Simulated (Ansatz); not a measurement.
**C2H3AlF3N: how energies converge with the basis set**

An exercise on one series of results from a longer session: the logs are not shown, and one member is left open.

Computed with Ansatz 0.2.0, Gaussian basis. Level: one geometry, several basis sets.

The runs, in order: PBE0-D4/def2-SVP; ωB97M-V/def2-SVP; PBE0-D4/def2-QZVPP; ωB97M-V/def2-QZVPP; CCSD(T)/cc-pV(D+d)Z; CCSD(T)/cc-pV(T+d)Z; MP2/cc-pV(Q+d)Z; the functionals' def2-TZVPP values are taken from earlier runs.

## The relaxed structure

All runs share one geometry, relaxed beforehand with PBE0-D4 in a triple-zeta def2 set.

SMILES `CC#[N+][Al-]([F])([F])[F]`, 10 atoms, charge 0, spin multiplicity 1.

Atoms are counted from 1 here; the program's logs count them from 0.

Bond lengths: C1–C2 1.440 Å, C1–H8 1.091 Å, C1–H9 1.091 Å, C1–H10 1.091 Å, C2–N3 1.141 Å, N3–Al4 1.976 Å, Al4–F5 1.653 Å, Al4–F6 1.653 Å, Al4–F7 1.653 Å. Angles: C2–C1–H8 109.5°, C2–C1–H9 109.5°, C2–C1–H10 109.5°, H8–C1–H9 109.5°, H8–C1–H10 109.5°, H9–C1–H10 109.5°, C1–C2–N3 180.0°, C2–N3–Al4 180.0°, N3–Al4–F5 100.7°, N3–Al4–F6 100.7°, N3–Al4–F7 100.7°, F5–Al4–F6 116.6°, F5–Al4–F7 116.6°, F6–Al4–F7 116.6°.

The first run:

in.yaml reads:

```yaml
crystal:
  periodic: [false, false, false]
  atoms:
    - {symbol: C, position_ang: [-0.166812, -1.192201, 1.853876]}
    - {symbol: C, position_ang: [-0.052286, -0.418203, 0.645413]}
    - {symbol: N, position_ang: [0.038248, 0.195229, -0.312485]}
    - {symbol: Al, position_ang: [0.194617, 1.257690, -1.971518]}
    - {symbol: F, position_ang: [1.834707, 1.269606, -2.176181]}
    - {symbol: F, position_ang: [-0.502340, 2.678391, -1.494129]}
    - {symbol: F, position_ang: [-0.675599, 0.321670, -3.019684]}
    - {symbol: H, position_ang: [-0.618850, -2.158720, 1.625299]}
    - {symbol: H, position_ang: [-0.793288, -0.657942, 2.570018]}
    - {symbol: H, position_ang: [0.824802, -1.346620, 2.282292]}
basis:
  gaussian: {orbitals: def2-SVP}
hamiltonian: {xc: pbe0, dispersion: d4}
output: {orbitals: {seedname: orbitals}}
```

Started as:

```
> ansatz run in.yaml --threads 2 --pin off --events-out ev --progress --plain --max-ram 32768MiB --backend cpu
```

Among the steps run: PBE0-D4 in def2-SVP; ωB97M-V in def2-SVP; PBE0-D4 in def2-QZVPP; ωB97M-V in def2-QZVPP.

One of the session's tables, all rows but one given; the rest of the session is left out.

It belongs to the step «Density functionals: the series». 

| functional | basis | HOMO (eV) |
| --- | --- | --- |
| PBE0-D4 | def2-SVP | -9.60 |
| PBE0-D4 | def2-TZVPP | -9.99 |
| PBE0-D4 | def2-QZVPP | -10.06 |
| ωB97M-V | def2-SVP | -12.08 |
| ωB97M-V | def2-TZVPP | ? |
| ωB97M-V | def2-QZVPP | -12.62 |

Q: Estimate the row for ωB97M-V, def2-TZVPP from the others.

The run gave: HOMO (eV): -12.53. In the column «HOMO (eV)» it lies between ωB97M-V, def2-QZVPP (-12.62) and ωB97M-V, def2-SVP (-12.08).
